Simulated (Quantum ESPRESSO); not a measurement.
Wanted: an ASE script for a Quantum ESPRESSO 7.5 run.

```
Task                : single point
Functional          : PBE
Potentials or basis : SSSP 1.3 efficiency PBE
Cutoff              : 748 eV
Density cutoff      : 5987 eV
k mesh              : 6 × 6 × 6
Occupations         : fermi-dirac, width 0.05 eV
Spin                : no spin polarisation
Mixing beta         : 0.5
Most SCF iterations : 120
SCF threshold       : 1.8e-09 Ry
```

The structure of Sr2TlO6 lies in Sr2TlO6.cif:

```cif
data_Sr2TlO6
_cell_length_a 5.72624165
_cell_length_b 5.72624165
_cell_length_c 5.72624165
_cell_angle_alpha 60.00000000
_cell_angle_beta 60.00000000
_cell_angle_gamma 60.00000000
_space_group_name_H-M_alt 'P1'
_space_group_name_Hall 'P 1'
_space_group_IT_number 1
loop_
_space_group_symop_operation_xyz
'x,y,z'
loop_
_atom_site_label
_atom_site_type_symbol
_atom_site_symmetry_multiplicity
_atom_site_Wyckoff_symbol
_atom_site_fract_x
_atom_site_fract_y
_atom_site_fract_z
_atom_site_occupancy
Sr1 Sr 1 a 0.2500000000 0.2500000000 0.2500000000 1
Sr2 Sr 1 a 0.7500000000 0.7500000000 0.7500000000 1
Tl1 Tl 1 a 0.0000000000 0.0000000000 0.0000000000 1
O1 O 1 a 0.7600000100 0.2399999900 0.2399999900 1
O2 O 1 a 0.2399999900 0.7600000100 0.2399999900 1
O3 O 1 a 0.2399999900 0.7600000100 0.7600000100 1
O4 O 1 a 0.7600000100 0.2399999900 0.7600000100 1
O5 O 1 a 0.2399999900 0.2399999900 0.7600000100 1
O6 O 1 a 0.7600000100 0.7600000100 0.2399999900 1
```

The cell was built by a generator and needn't be a form met in nature.

One way to write it, as run:

run.py

```python
import numpy as np
from ase.calculators.espresso import Espresso, EspressoProfile
from ase.io import read

atoms = read('Sr2TlO6.cif')

input_data = {
    'control': {'calculation': 'scf', 'prefix': 'pwscf', 'outdir': './tmp', 'tprnfor': True, 'tstress': True, 'disk_io': 'nowf'},
    'system': {'ecutwfc': 55.0, 'ecutrho': 440.0, 'nbnd': 46, 'occupations': 'smearing', 'smearing': 'fd', 'degauss': 0.00367493},
    'electrons': {'conv_thr': 1.8e-09, 'electron_maxstep': 120, 'mixing_beta': 0.5},
}
pseudopotentials = {'O': 'O.pbe-n-kjpaw_psl.0.1.UPF', 'Tl': 'Tl_pbe_v1.2.uspp.F.UPF', 'Sr': 'Sr_pbe_v1.uspp.F.UPF'}
profile = EspressoProfile(command='pw.x', pseudo_dir='pseudo')
dft = Espresso(profile=profile, input_data=input_data, pseudopotentials=pseudopotentials, kpts=(6, 6, 6), koffset=(0, 0, 0))
atoms.calc = dft

print(f'energy {atoms.get_potential_energy():.8f} eV')
print('forces (eV/A)')
print(np.round(atoms.get_forces(), 6))
print('stress (eV/A^3, Voigt)')
print(np.round(atoms.get_stress(), 8))
print(f'Fermi level {dft.get_fermi_level():.4f} eV')
```

Potentials or basis: SSSP 1.3 efficiency PBE.

The run is started by

```console
$ OMP_NUM_THREADS=1 python run.py
```

Results of the run:

```yaml
Pressure: 6.2 GPa
Largest_force: 1.703 eV/Å
Band_gap_on_the_k_mesh: none (metal or under the smearing width)
```

Caveat: an odd number of electrons without spin polarisation forces a metal; a magnetic or distorted state may lie lower.

Wall time 100 s on 1 thread of AMD EPYC 9R45 96-Core Processor (Zen 5), on a shared host, peak memory 0.68 GiB.
